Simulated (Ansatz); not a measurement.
**C₂H₉NO₂Si: one species, many methods**

An exercise on one series of results from a longer session: the logs are not shown, and one member is left open.

Method: functionals in def2-TZVPP, the program's frozen cores in correlated methods; program: Ansatz 0.2.0, Gaussian basis.

Levels to be run: PBE-D4, r2SCAN-D4, PBE0-D4, B3LYP-D4, ωB97X-V, ωB97M-V, B2PLYP; CCSD(T)/def2-TZVPP; MP2/def2-QZVPP; extrapolation to the limit.

## The relaxed structure

All runs share one geometry, relaxed beforehand with PBE0-D4 in a triple-zeta def2 set.

SMILES `CN(C)[SiH](O)O`, 15 atoms, charge 0, spin multiplicity 1.

Atoms are counted from 1 here; the program's logs count them from 0.

Bond lengths: C1–N2 1.443 Å, C1–H7 1.099 Å, C1–H8 1.098 Å, C1–H9 1.092 Å, N2–C3 1.443 Å, N2–Si4 1.703 Å, C3–H10 1.098 Å, C3–H11 1.089 Å, C3–H12 1.100 Å, Si4–O5 1.641 Å, Si4–O6 1.643 Å, Si4–H13 1.485 Å, O5–H14 0.959 Å, O6–H15 0.958 Å. Angles: N2–C1–H7 111.9°, N2–C1–H8 110.9°, N2–C1–H9 110.7°, H7–C1–H8 107.4°, H7–C1–H9 108.0°, H8–C1–H9 107.8°, C1–N2–C3 113.5°, C1–N2–Si4 121.2°, C3–N2–Si4 123.8°, N2–C3–H10 110.6°, N2–C3–H11 110.4°, N2–C3–H12 111.9°, H10–C3–H11 107.9°, H10–C3–H12 107.4°, H11–C3–H12 108.5°, N2–Si4–O5 110.1°, N2–Si4–O6 104.5°, N2–Si4–H13 116.8° and more.

The first run:

File in.yaml:

```yaml
crystal:
  periodic: [false, false, false]
  atoms:
    - {symbol: C, position_ang: [-0.009204, -0.508246, -1.622779]}
    - {symbol: N, position_ang: [0.089876, -0.336635, -0.192994]}
    - {symbol: C, position_ang: [0.433865, -1.549931, 0.508656]}
    - {symbol: Si, position_ang: [-0.517697, 1.058897, 0.571529]}
    - {symbol: O, position_ang: [-0.133561, 2.393147, -0.303515]}
    - {symbol: O, position_ang: [0.137117, 1.021942, 2.078482]}
    - {symbol: H, position_ang: [-0.764052, -1.259982, -1.894335]}
    - {symbol: H, position_ang: [0.949073, -0.838820, -2.044784]}
    - {symbol: H, position_ang: [-0.281019, 0.431644, -2.106754]}
    - {symbol: H, position_ang: [1.403544, -1.932689, 0.164876]}
    - {symbol: H, position_ang: [0.507940, -1.362174, 1.579196]}
    - {symbol: H, position_ang: [-0.309441, -2.343284, 0.343436]}
    - {symbol: H, position_ang: [-1.993630, 1.171987, 0.684954]}
    - {symbol: H, position_ang: [0.795760, 2.509477, -0.511985]}
    - {symbol: H, position_ang: [-0.308580, 1.544677, 2.746050]}
basis:
  gaussian: {orbitals: def2-TZVPP}
hamiltonian: {xc: pbe, dispersion: d4}
output: {forces: true, orbitals: {seedname: orbitals}}
```

On the command line:

```bash
> ansatz run in.yaml --threads 2 --pin off --events-out ev --progress --plain --max-ram 22528MiB --backend cuda --devices 0, --max-vram 18GiB
```

Steps of the session up to this table: PBE-D4 (GGA); r2SCAN-D4 (meta-GGA); PBE0-D4 (hybrid); B3LYP-D4 (hybrid); ωB97X-V (range-separated); ωB97M-V (range-separated); B2PLYP (double hybrid); CCSD(T) in def2-TZVPP; MP2 in def2-QZVPP.

One of the session's tables, all rows but one given; the rest of the session is left out.

It belongs to the step «Atomisation energies». 

| method | atomisation energy (kJ/mol) |
| --- | --- |
| PBE-D4 | 5857.7 |
| r2SCAN-D4 | 5768.6 |
| PBE0-D4 | 5753.1 |
| B3LYP-D4 | 5773.4 |
| ωB97X-V | 5789.8 |
| ωB97M-V | ? |
| B2PLYP | 5714.8 |
| HF/def2-TZVPP | 4147.3 |
| MP2/def2-TZVPP | 5722.9 |
| CCSD/def2-TZVPP | 5549.4 |
| CCSD(T)/def2-TZVPP | 5628.7 |
| MP2/CBS | 5884.7 |
| CCSD(T)/CBS | 5790.4 |

**Question.** Estimate the row for ωB97M-V.

As computed: atomisation energy (kJ/mol): 5795.5. In the column «atomisation energy (kJ/mol)» it lies between CCSD(T)/CBS (5790.4) and PBE-D4 (5857.7).

Caveats from the session: Free atoms (2 C, 1 N, 1 Si, 2 O, 9 H) were run apart at each level; the atomisation energy is their sum less the molecule, without zero-point or spin-orbit terms.
